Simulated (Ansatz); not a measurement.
**C₂H₈BNSi: up Jacob's ladder to CCSD(T)**

The task here is to estimate one member of a computed series from the others.

Method: functionals in def2-TZVPP, the program's frozen cores in correlated methods; program: Ansatz 0.2.0, Gaussian basis.

Plan: PBE-D4, r2SCAN-D4, PBE0-D4, B3LYP-D4, ωB97X-V, ωB97M-V, B2PLYP; CCSD(T)/def2-TZVPP; MP2/def2-QZVPP; extrapolation to the limit.

## The relaxed structure

All runs share one geometry, relaxed beforehand with PBE0-D4 in a triple-zeta def2 set.

SMILES `C=C[SiH2]BN`, 13 atoms, charge 0, spin multiplicity 1.

Atoms are counted from 1 here; the program's logs count them from 0.

Bond lengths: C1–C2 1.330 Å, C1–H6 1.087 Å, C1–H7 1.087 Å, C2–Si3 1.868 Å, C2–H8 1.090 Å, Si3–B4 2.020 Å, Si3–H9 1.493 Å, Si3–H10 1.498 Å, B4–N5 1.386 Å, B4–H11 1.200 Å, N5–H12 1.007 Å, N5–H13 1.007 Å. Angles: C2–C1–H6 122.2°, C2–C1–H7 121.7°, H6–C1–H7 116.1°, C1–C2–Si3 123.9°, C1–C2–H8 117.8°, Si3–C2–H8 118.3°, C2–Si3–B4 112.0°, C2–Si3–H9 107.3°, C2–Si3–H10 108.9°, B4–Si3–H9 111.1°, B4–Si3–H10 109.8°, H9–Si3–H10 107.5°, Si3–B4–N5 120.6°, Si3–B4–H11 121.9°, N5–B4–H11 117.4°, B4–N5–H12 123.3°, B4–N5–H13 123.3°, H12–N5–H13 113.3°.

Geometry (Å):

```csv
atom,x (Å),y (Å),z (Å)
C1,-1.55648,-0.93409,1.98951
C2,-0.84650,0.01393,1.38402
Si3,0.64877,-0.32504,0.31710
B4,0.34527,0.21222,-1.60679
N5,1.14598,1.17169,-2.20691
H6,-2.43627,-0.70727,2.58601
H7,-1.28612,-1.98384,1.91568
H8,-1.17483,1.04657,1.50067
H9,0.95208,-1.78275,0.42736
H10,1.82150,0.42242,0.87489
H11,-0.52803,-0.27341,-2.27118
H12,1.90461,1.63463,-1.73340
H13,1.03034,1.47013,-3.16216
```

The first run:

in.yaml

```yaml
crystal:
  periodic: [false, false, false]
  atoms:
    - {symbol: C, position_ang: [-1.556481, -0.934090, 1.989505]}
    - {symbol: C, position_ang: [-0.846500, 0.013926, 1.384023]}
    - {symbol: Si, position_ang: [0.648767, -0.325045, 0.317101]}
    - {symbol: B, position_ang: [0.345268, 0.212223, -1.606791]}
    - {symbol: N, position_ang: [1.145976, 1.171695, -2.206908]}
    - {symbol: H, position_ang: [-2.436266, -0.707270, 2.586012]}
    - {symbol: H, position_ang: [-1.286125, -1.983839, 1.915678]}
    - {symbol: H, position_ang: [-1.174833, 1.046572, 1.500674]}
    - {symbol: H, position_ang: [0.952084, -1.782746, 0.427358]}
    - {symbol: H, position_ang: [1.821498, 0.422421, 0.874893]}
    - {symbol: H, position_ang: [-0.528029, -0.273409, -2.271183]}
    - {symbol: H, position_ang: [1.904606, 1.634626, -1.733396]}
    - {symbol: H, position_ang: [1.030335, 1.470133, -3.162165]}
basis:
  gaussian: {orbitals: def2-TZVPP}
hamiltonian: {xc: pbe, dispersion: d4}
output: {forces: true, orbitals: {seedname: orbitals}}
```

The run is started by

```
> ansatz run in.yaml --threads 4 --pin off --events-out ev --progress --plain --max-ram 10444MiB
```

Steps of the session up to this table: PBE-D4 (GGA); r2SCAN-D4 (meta-GGA); PBE0-D4 (hybrid); B3LYP-D4 (hybrid); ωB97X-V (range-separated); ωB97M-V (range-separated); B2PLYP (double hybrid); CCSD(T) in def2-TZVPP; MP2 in def2-QZVPP.

One table of the session follows, with a row left open; its other results are not shown here.

It belongs to the step «Atomisation energies». 

| method | atomisation energy (kJ/mol) |
| --- | --- |
| PBE-D4 | 4926.9 |
| r2SCAN-D4 | 4851.8 |
| PBE0-D4 | 4859.0 |
| B3LYP-D4 | 4868.1 |
| ωB97X-V | 4859.9 |
| ωB97M-V | 4862.5 |
| B2PLYP | 4805.0 |
| HF/def2-TZVPP | 3611.4 |
| MP2/def2-TZVPP | 4757.0 |
| CCSD/def2-TZVPP | ? |
| CCSD(T)/def2-TZVPP | 4715.2 |
| MP2/CBS | 4875.1 |
| CCSD(T)/CBS | 4833.4 |

Estimate the missing values for CCSD/def2-TZVPP.

**Answer.** atomisation energy (kJ/mol): 4651.3. In the column «atomisation energy (kJ/mol)» it lies between HF/def2-TZVPP (3611.4) and CCSD(T)/def2-TZVPP (4715.2).
